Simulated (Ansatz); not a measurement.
**Cu on a Ge(111) slab cut from the Fd-3m phase: a line through a two-coordinate scan**

One line of a two-coordinate grid on Cu on a Ge(111) slab cut from the Fd-3m phase (4 atoms of substrate and one adsorbate in a 1 × 1 cell): position of Cu5 along the second surface vector, from above Ge4 is varied, at position of Cu5 along the first surface vector, from above Ge4 = 0.000.

Computed with Ansatz 0.2.0 (DFT PBE+D3(BJ), scalar-relativistic, plane waves, PAW, unless a step's input says otherwise).

7 further runs of the same task are left out: 7 set aside as unsound or not needed.

### Step 1. The structure to begin with

Symmetry: P3m1, No. 156, trigonal system. Conventional cell: a = 4.030 Å, b = 4.030 Å, c = 21.598 Å, α = 90.00°, β = 90.00°, γ = 120.00°. Ge (site symmetry 3m) has 3 Ge at 2.47 Å as nearest neighbours. Around Ge (site symmetry 3m) lie 4 Ge at 2.47 to 2.61 Å. Ge (site symmetry 3m) is surrounded by 4 Ge at 2.45 to 2.61 Å. Around Ge (site symmetry 3m) lie 3 Ge at 2.45 Å and 1 Cu at 2.50 Å. Around Cu (site symmetry 3m) lie 1 Ge at 2.50 Å.

As a file:

```xyz
5
Lattice="4.0304 0.0000 0.0000 -2.0152 3.4904 0.0000 0.0000 0.0000 21.5984" Properties=species:S:1:pos:R:3 pbc="T T T"
Ge    0.0000    2.3269    4.0000
Ge    0.0000    0.0000    4.8227
Ge    0.0000    0.0000    7.4366
Ge    2.0152    1.1635    8.1984
Cu    2.0152    1.1635   10.6984
```

This is the geometry of the first run shown, built on a cell relaxed beforehand with the same method.

### Step 2. Plan of the line

Atoms count from 1 in the order of the input.

Cu is moved over the surface cell at a fixed height above a rigid substrate; the origin of the map has the adsorbate above Ge4; the height is held at 2.50 Å.

- position of Cu5 along the first surface vector, from above Ge4: 9 values from 0.000 to 0.889, periodic
- position of Cu5 along the second surface vector, from above Ge4: 9 values from 0.000 to 0.889, periodic

Nothing else is relaxed. Points are written as (first, second).

The two vectors of the plane (Å): (4.030, 0.000, 0.000); (-2.015, 3.490, 0.000).

### Step 3. Grid point (0/9, 0/9) of the map's two axes

A dipole layer in the vacuum cancels the field that periodic copies would set up if the slab's two faces differ.

The input, input.yaml:

```yaml
crystal:
  lattice:
    - [4.0303587907, 0.0, 0.0]
    - [-2.0151793953, 3.4903930991, 0.0]
    - [0.0, 0.0, 21.5984135941]
  atoms:
    - { symbol: Ge, position: [0.3333333333, 0.6666666667, 0.1851987871] }
    - { symbol: Ge, position: [0.0, 0.0, 0.2232892486] }
    - { symbol: Ge, position: [0.0, 0.0, 0.3443139717] }
    - { symbol: Ge, position: [0.6666666667, 0.3333333333, 0.3795840634] }
    - { symbol: Cu, position: [0.6666666667, 0.3333333333, 0.4953333053] }
basis:
  ecutwfc: 420
kpoints:
  mp_grid: { grid: [9, 9, 1] }
hamiltonian:
  xc: pbe
  pseudopotentials: { kind: paw, azcp: { folder: soft_1 } }
  dispersion: d3bj
scf:
  occupations: { method: gaussian, width: 0.1 }
output:
  forces: true
  eigenvalues: true
efield:
  axis: 3
  dipole_correction: true
  ramp_width: 0.04
```

Started as:

```console
$ ansatz run input.yaml --threads 1 --pin off --max-ram 3072MiB --backend cpu --events-out ev --progress --plain --runs-dir out
```

Output, cut to the lines that bear on the results:

```text
Warning: RAYON_NUM_THREADS=1 ignored (pool sized by the plan → 1); use --threads N
[...]
Pseudopotentials: kind: paw
Pseudopotential: Ge, paw, valence charge 14, recommended cutoff 420 eV (normal), <dir>
Pseudopotential: Cu, paw, valence charge 19, recommended cutoff 420 eV (normal), <dir>
Functional definition: PBE
[...]
Crystal: 5 atoms, lattice volume = 303.836 Å³
Basis set: ecut = 420 eV, 5965 PW (Γ), exchange–correlation on 54×54×300 points (8 copies of the dense FFT grid, shifted against one another)
Bands: 45, of which v1, the nominal top of the filled ones, is band 38 counted from 1 (37 counted from 0)
Symmetry: 6 space group operations
Space group: P3m1 (ITA 156), of the structure as read, at distance tolerance 6.7e-5 Å
k-points: 12 of 81 (time reversal used)
[...]
SCF iter   1: F=—  HF=-23804.414258 eV  |F-HF|=—  |Δ(HF+E_count)|=         —  Δρ=8.38e-2  dr2=4.30e1  ethr=3.10e-3  p=0.000 e·Å  D=4.00e-6 V/Å  ΔV_dip=-0.00 eV  dr2_dipole=1.34e1  V_vac-E_F(+/−)=5.09/5.09 eV  ⟨swp⟩=7.8  Hψ=2182  notcnv=0
[...]
SCF iter  15: F=-23803.093080 eV  HF=-23803.093080 eV  |F-HF|=9.20e-9  |Δ(HF+E_count)|=   1.25e-7  Δρ=2.09e-6  dr2=2.48e-8  ethr=1.33e-10  p=0.043 e·Å  D=2.55e-2 V/Å  ΔV_dip=-0.55 eV  dr2_dipole=2.23e-10  V_vac-E_F(+/−)=4.05/4.61 eV  ⟨swp⟩=14.5  Hψ=2327  notcnv=0
[...]
SCF converged after 15 iterations
Free energy (F): -23803.093080 eV
[...]
E sigma→0 (E₀):  -23803.076242 eV
Entropy (-TS):   -0.033677 eV (-6.735 meV/atom)
Fermi energy:    0.169449 eV
Dipole field:    D = 0.025506 V/Å  (p = 0.042827 e·Å, saw-weighted, corrected)
Work function:   Φ+ = 4.0549 eV   Φ− = 4.6058 eV
Levels:          The Fermi level and band energies are counted from a zero that moves with the ramp; work functions are not
[...]
--- Forces (eV/Å), atoms counted from 1 ---
  atom   1  Ge    -0.00000000     0.00000000     0.15819414
  atom   2  Ge     0.00000000    -0.00000000     0.14473127
  atom   3  Ge    -0.00000000     0.00000000    -0.41443288
  atom   4  Ge     0.00000000    -0.00000000     1.10666635
  atom   5  Cu    -0.00000000    -0.00000000    -0.99511051
[...]
--- Band table (eV; the first three rows and the last of 12) ---
[...]
```

Run time: 19 s. Hardware: 1 thread of Arm Neoverse V2, shared host; peak memory 0.47 GiB.

This gives work function 4.05 eV (top face), 4.61 eV (bottom face); dipole along +c 0.043 e·Å per cell.

### Step 4. Point (0/9, 2/9) of the map's two axes

input.yaml, as its differences from that of step 3:

```diff
@@ -10,3 +10,3 @@
     - { symbol: Ge, position: [0.6666666667, 0.3333333333, 0.3795840634] }
-    - { symbol: Cu, position: [0.6666666667, 0.3333333333, 0.4953333053] }
+    - { symbol: Cu, position: [0.6666666667, 0.5555555556, 0.4953333053] }
 basis:
```

Started as:

```console
$ ansatz run input.yaml --threads 1 --pin off --max-ram 3072MiB --backend cpu --events-out ev --progress --plain --runs-dir out
```

Output, cut to the lines that bear on the results:

```text
Warning: RAYON_NUM_THREADS=1 ignored (pool sized by the plan → 1); use --threads N
[...]
[... 4 set-up lines as earlier in the session ...]
[...]
Crystal: 5 atoms, lattice volume = 303.836 Å³
Basis set: ecut = 420 eV, 5965 PW (Γ), exchange–correlation on 54×54×300 points (8 copies of the dense FFT grid, shifted against one another)
Bands: 45, of which v1, the nominal top of the filled ones, is band 38 counted from 1 (37 counted from 0)
Symmetry: 1 space group operations
Space group: P1 (ITA 1), of the structure as read, at distance tolerance 6.7e-5 Å
k-points: 41 of 81 (time reversal used)
[...]
SCF iter  14: F=-23802.919913 eV  HF=-23802.919913 eV  |F-HF|=1.30e-9  |Δ(HF+E_count)|=   4.20e-8  Δρ=3.69e-6  dr2=4.02e-8  ethr=1.33e-10  p=0.033 e·Å  D=1.94e-2 V/Å  ΔV_dip=-0.42 eV  dr2_dipole=1.10e-9  V_vac-E_F(+/−)=4.19/4.61 eV  ⟨swp⟩=5.6  Hψ=6171  notcnv=0
[...]
SCF converged after 14 iterations
Free energy (F): -23802.919913 eV
[...]
E sigma→0 (E₀):  -23802.905581 eV
Entropy (-TS):   -0.028662 eV (-5.732 meV/atom)
Fermi energy:    0.140656 eV
Dipole field:    D = 0.019431 V/Å  (p = 0.032626 e·Å, saw-weighted, corrected)
Work function:   Φ+ = 4.1911 eV   Φ− = 4.6107 eV
Levels:          The Fermi level and band energies are counted from a zero that moves with the ramp; work functions are not
[...]
--- Forces (eV/Å), atoms counted from 1 ---
  atom   1  Ge     0.02926164    -0.05478145     0.16192175
  atom   2  Ge    -0.03402363     0.05142174     0.07624708
  atom   3  Ge     0.02578135     0.00899181    -0.35156495
  atom   4  Ge    -0.20977213     0.29949056     1.13727740
  atom   5  Cu     0.18876466    -0.30513830    -1.02390128
[...]
--- Band table (eV; the first three rows and the last of 41) ---
[...]
```

It took 64 s on 1 thread of Arm Neoverse V2, shared host; peak memory 0.67 GiB.

Read from this run: work function 4.19 eV (top face), 4.61 eV (bottom face); dipole along +c 0.033 e·Å per cell.

### Step 5. Point (0/9, 4/9) of the map's two axes

input.yaml, as its differences from that of step 4:

```diff
@@ -10,3 +10,3 @@
     - { symbol: Ge, position: [0.6666666667, 0.3333333333, 0.3795840634] }
-    - { symbol: Cu, position: [0.6666666667, 0.5555555556, 0.4953333053] }
+    - { symbol: Cu, position: [0.6666666667, 0.7777777778, 0.4953333053] }
 basis:
```

Started as:

```console
$ ansatz run input.yaml --threads 1 --pin off --max-ram 3072MiB --backend cpu --events-out ev --progress --plain --runs-dir out
```

Output, cut to the lines that bear on the results:

```text
Warning: RAYON_NUM_THREADS=1 ignored (pool sized by the plan → 1); use --threads N
[...]
[... 4 set-up lines as earlier in the session ...]
[...]
Crystal: 5 atoms, lattice volume = 303.836 Å³
Basis set: ecut = 420 eV, 5965 PW (Γ), exchange–correlation on 54×54×300 points (8 copies of the dense FFT grid, shifted against one another)
Bands: 45, of which v1, the nominal top of the filled ones, is band 38 counted from 1 (37 counted from 0)
[... 2 set-up lines as earlier in the session ...]
k-points: 41 of 81 (time reversal used)
[...]
SCF iter  12: F=-23802.674428 eV  HF=-23802.674428 eV  |F-HF|=1.86e-7  |Δ(HF+E_count)|=   1.41e-7  Δρ=3.11e-6  dr2=4.11e-8  ethr=1.33e-10  p=0.015 e·Å  D=8.92e-3 V/Å  ΔV_dip=-0.19 eV  dr2_dipole=8.95e-11  V_vac-E_F(+/−)=4.41/4.61 eV  ⟨swp⟩=13.9  Hψ=8595  notcnv=0
[...]
SCF converged after 12 iterations
Free energy (F): -23802.674428 eV
[...]
E sigma→0 (E₀):  -23802.663700 eV
Entropy (-TS):   -0.021456 eV (-4.291 meV/atom)
Fermi energy:    0.084550 eV
Dipole field:    D = 0.008913 V/Å  (p = 0.014966 e·Å, saw-weighted, corrected)
Work function:   Φ+ = 4.4126 eV   Φ− = 4.6051 eV
Levels:          The Fermi level and band energies are counted from a zero that moves with the ramp; work functions are not
[...]
--- Forces (eV/Å), atoms counted from 1 ---
  atom   1  Ge    -0.03125972    -0.04573903     0.18011968
  atom   2  Ge     0.01884539     0.05197360     0.02814331
  atom   3  Ge     0.05966088     0.01436921    -0.34186440
  atom   4  Ge    -0.12395860     0.10124754     0.91335980
  atom   5  Cu     0.07670822    -0.12185545    -0.77973756
[...]
--- Band table (eV; the first three rows and the last of 41) ---
[...]
```

Wall time 54 s (1 thread of Arm Neoverse V2, shared host); peak memory 0.67 GiB.

From the log: work function 4.41 eV (top face), 4.61 eV (bottom face); dipole along +c 0.015 e·Å per cell.

### Step 6. Grid point (0/9, 6/9) of the map's two axes

input.yaml, as its differences from that of step 5:

```diff
@@ -10,3 +10,3 @@
     - { symbol: Ge, position: [0.6666666667, 0.3333333333, 0.3795840634] }
-    - { symbol: Cu, position: [0.6666666667, 0.7777777778, 0.4953333053] }
+    - { symbol: Cu, position: [0.6666666667, 1.0, 0.4953333053] }
 basis:
```

Started as:

```console
$ ansatz run input.yaml --threads 1 --pin off --max-ram 3072MiB --backend cpu --events-out ev --progress --plain --runs-dir out
```

Output, cut to the lines that bear on the results:

```text
Warning: RAYON_NUM_THREADS=1 ignored (pool sized by the plan → 1); use --threads N
[...]
[... 4 set-up lines as earlier in the session ...]
[...]
Crystal: 5 atoms, lattice volume = 303.836 Å³
Basis set: ecut = 420 eV, 5965 PW (Γ), exchange–correlation on 54×54×300 points (8 copies of the dense FFT grid, shifted against one another)
Bands: 45, of which v1, the nominal top of the filled ones, is band 38 counted from 1 (37 counted from 0)
[... 2 set-up lines as earlier in the session ...]
k-points: 41 of 81 (time reversal used)
[...]
SCF iter  13: F=-23802.769147 eV  HF=-23802.769146 eV  |F-HF|=1.73e-7  |Δ(HF+E_count)|=   2.27e-7  Δρ=2.45e-6  dr2=9.19e-8  ethr=1.33e-10  p=0.023 e·Å  D=1.35e-2 V/Å  ΔV_dip=-0.29 eV  dr2_dipole=3.25e-8  V_vac-E_F(+/−)=4.32/4.61 eV  ⟨swp⟩=13.1  Hψ=7913  notcnv=0
[...]
SCF converged after 13 iterations
Free energy (F): -23802.769147 eV
[...]
E sigma→0 (E₀):  -23802.756477 eV
Entropy (-TS):   -0.025340 eV (-5.068 meV/atom)
Fermi energy:    0.111596 eV
Dipole field:    D = 0.013330 V/Å  (p = 0.022382 e·Å, saw-weighted, corrected)
Work function:   Φ+ = 4.3181 eV   Φ− = 4.6060 eV
Levels:          The Fermi level and band energies are counted from a zero that moves with the ramp; work functions are not
[...]
--- Forces (eV/Å), atoms counted from 1 ---
  atom   1  Ge    -0.04254819     0.04023930     0.16945963
  atom   2  Ge     0.04192911    -0.05487796     0.02756412
  atom   3  Ge     0.02952522     0.04038112    -0.34916332
  atom   4  Ge     0.09502413    -0.26348192     0.83831442
  atom   5  Cu    -0.12392711     0.23773714    -0.68612115
[...]
--- Band table (eV; the first three rows and the last of 41) ---
[...]
```

Run time: 57 s. Hardware: 1 thread of Arm Neoverse V2, shared host; peak memory 0.67 GiB.

Read from this run: work function 4.32 eV (top face), 4.61 eV (bottom face); dipole along +c 0.022 e·Å per cell.

### Step 7. The run at (0/9, 8/9) of the map's two axes

input.yaml, as its differences from that of step 6:

```diff
@@ -10,3 +10,3 @@
     - { symbol: Ge, position: [0.6666666667, 0.3333333333, 0.3795840634] }
-    - { symbol: Cu, position: [0.6666666667, 1.0, 0.4953333053] }
+    - { symbol: Cu, position: [0.6666666667, 1.2222222222, 0.4953333053] }
 basis:
```

Started as:

```console
$ ansatz run input.yaml --threads 1 --pin off --max-ram 3072MiB --backend cpu --events-out ev --progress --plain --runs-dir out
```

Output, cut to the lines that bear on the results:

```text
Warning: RAYON_NUM_THREADS=1 ignored (pool sized by the plan → 1); use --threads N
[...]
[... 4 set-up lines as earlier in the session ...]
[...]
Crystal: 5 atoms, lattice volume = 303.836 Å³
Basis set: ecut = 420 eV, 5965 PW (Γ), exchange–correlation on 54×54×300 points (8 copies of the dense FFT grid, shifted against one another)
Bands: 45, of which v1, the nominal top of the filled ones, is band 38 counted from 1 (37 counted from 0)
[... 2 set-up lines as earlier in the session ...]
k-points: 41 of 81 (time reversal used)
[...]
SCF iter  15: F=-23803.049110 eV  HF=-23803.049110 eV  |F-HF|=1.78e-9  |Δ(HF+E_count)|=   1.76e-8  Δρ=1.54e-6  dr2=1.76e-8  ethr=1.33e-10  p=0.040 e·Å  D=2.39e-2 V/Å  ΔV_dip=-0.52 eV  dr2_dipole=5.12e-10  V_vac-E_F(+/−)=4.09/4.61 eV  ⟨swp⟩=14.2  Hψ=7748  notcnv=0
[...]
SCF converged after 15 iterations
Free energy (F): -23803.049110 eV
[...]
E sigma→0 (E₀):  -23803.033011 eV
Entropy (-TS):   -0.032200 eV (-6.440 meV/atom)
Fermi energy:    0.161858 eV
Dipole field:    D = 0.023851 V/Å  (p = 0.040048 e·Å, saw-weighted, corrected)
Work function:   Φ+ = 4.0926 eV   Φ− = 4.6078 eV
Levels:          The Fermi level and band energies are counted from a zero that moves with the ramp; work functions are not
[...]
--- Forces (eV/Å), atoms counted from 1 ---
  atom   1  Ge    -0.01956525     0.03440814     0.15884770
  atom   2  Ge     0.01551172    -0.03101926     0.12527158
  atom   3  Ge     0.00900238     0.00140039    -0.39358787
  atom   4  Ge     0.09109733    -0.17796970     1.15228676
  atom   5  Cu    -0.09604467     0.17317692    -1.04277127
[...]
--- Band table (eV; the first three rows and the last of 41) ---
[...]
```

It took 66 s on 1 thread of Arm Neoverse V2, shared host; peak memory 0.67 GiB.

Read from this run: work function 4.09 eV (top face), 4.61 eV (bottom face); dipole along +c 0.040 e·Å per cell.

### Step 8. What came out

| position of Cu5 along the second surface vector, from above Ge4 | step | energy (eV) | slope (eV per unit fraction) | work function of the top face (eV) | dipole moment (e·Å) |
| --- | --- | --- | --- | --- | --- |
| 0.000 | 3 | 0.000 | 0.00 | 4.05 | 0.043 |
| 0.111 | – | 0.044 | 0.80 | 4.09 | 0.040 |
| 0.222 | 4 | 0.173 | 1.45 | 4.19 | 0.033 |
| 0.333 | – | 0.324 | 1.08 | 4.32 | 0.022 |
| 0.444 | 5 | 0.419 | 0.58 | 4.41 | 0.015 |
| 0.556 | – | 0.419 | −0.58 | 4.41 | 0.015 |
| 0.667 | 6 | 0.324 | −1.08 | 4.32 | 0.022 |
| 0.778 | – | 0.173 | −1.45 | 4.19 | 0.033 |
| 0.889 | 7 | 0.044 | −0.80 | 4.09 | 0.040 |

Energies count from the lowest point of the line. Rows without a step come from runs not printed here or follow by symmetry. Slopes come from the forces (and the stress, where the cell changes), not from differences of energies.

**Reading.** The lowest point of the line is at 0.000. The highest point computed, at 0.444, lies 0.419 eV above the lowest. This is one cut through a surface in two coordinates; it holds the lowest point sampled, which need not be a minimum. The host is rigid and the atom is kept to this plane, so wells and barriers of the map are not those of diffusion.
